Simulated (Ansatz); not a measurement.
# SrErAs3: from a guess to a relaxed structure

Aim: relax a trial structure of SrErAs3 and see where it ends.

Method: DFT PBE, scalar-relativistic, plane waves, PAW; 4f electrons in the core of a trivalent norm-conserving potential, in Ansatz 0.2.0.

### 1 Starting point

Symmetry: Pm-3m, No. 221, cubic system. Conventional cell: a = 5.206 Å, b = 5.206 Å, c = 5.206 Å, α = 90.00°, β = 90.00°, γ = 90.00°. Sr (site symmetry m-3m) is surrounded by 6 As at 2.60 Å. Around Er (site symmetry m-3m) lie 12 As at 3.68 Å. As (site symmetry 4/mmm) has 2 Sr at 2.60 Å and 4 Er at 3.68 Å in its first shell of neighbours.

Structure file:

```cif
data_structure
_symmetry_space_group_name_H-M 'Pm-3m'
_symmetry_Int_Tables_number 221
_cell_length_a 5.2062
_cell_length_b 5.2062
_cell_length_c 5.2062
_cell_angle_alpha 90.000
_cell_angle_beta 90.000
_cell_angle_gamma 90.000
_cell_volume 141.11
loop_
_atom_site_label
_atom_site_type_symbol
_atom_site_symmetry_multiplicity
_atom_site_Wyckoff_symbol
_atom_site_fract_x
_atom_site_fract_y
_atom_site_fract_z
_atom_site_occupancy
Sr1 Sr 1 a 0.00000 0.00000 0.00000 1
Er1 Er 1 b 0.50000 0.50000 0.50000 1
As1 As 3 d 0.50000 0.00000 0.00000 1
```

A structure generator made this guess: random cell by space group and Wyckoff sites (Pm-3m, No. 221). Its size is a rough estimate.

### 2 Probe: one point on a coarse mesh

Input file input.yaml:

```yaml
crystal:
  lattice:
    - [5.2062189, 0.0, 0.0]
    - [0.0, 5.2062189, 0.0]
    - [0.0, 0.0, 5.2062189]
  atoms:
    - { symbol: Sr, position: [0.0, 0.0, 0.0] }
    - { symbol: Er, position: [0.5, 0.5, 0.5] }
    - { symbol: As, position: [0.5, 0.0, 0.0] }
    - { symbol: As, position: [0.0, 0.5, 0.0] }
    - { symbol: As, position: [0.0, 0.0, 0.5] }
basis:
  ecutwfc: 770
kpoints:
  mp_grid: { grid: [4, 4, 4] }
hamiltonian:
  xc: pbe
  pseudopotentials:
    kind: paw
    azcp: { Er: "pseudopotentials/pbe/nc/lanthanide_3plus/Er.nc.azcp" }
scf:
  occupations: { method: gaussian, width: 0.1 }
  lower_state_search: "off"
output:
  forces: true
  stress: true
  eigenvalues: true
```

The run is started by

```
ansatz run input.yaml --threads 1 --pin off --max-ram 2560MiB --backend cpu --events-out ev --progress --plain --runs-dir out
```

Further runs follow: rough relaxation on the coarse mesh; relaxation on the finer mesh.

What does the calculation give? Wanted: conventional cell; volume; energy over the elements; gap on the mesh.

As calculated:

| quantity | value |
| --- | --- |
| symmetry at the end (tolerance 0.05 Å) | space group Pm-3m (No. 221) |
| conventional cell | a = 5.385 Å, b = 5.385 Å, c = 5.385 Å, α = 90.00°, β = 90.00°, γ = 90.00° |
| volume | 31.23 Å³/atom |
| energy over the elements | +0.50 eV/atom |
| gap on the mesh | none (metal) |

**Reading.** The space group Pm-3m (No. 221) is kept, and the volume per atom grows by 10.7 % from the first guess. The formation energy is positive, so the separate elements lie lower. No finished test with a distortion of lower symmetry is shown, so the end may be a saddle point. Spin-orbit coupling is left out for Er. The lanthanide's 4f electrons sit in the core of its potential, so it is trivalent by construction and shows no f bands or moments.

No U or exact exchange acts on the 4f shell of Er, so a metallic reading can be the functional's.
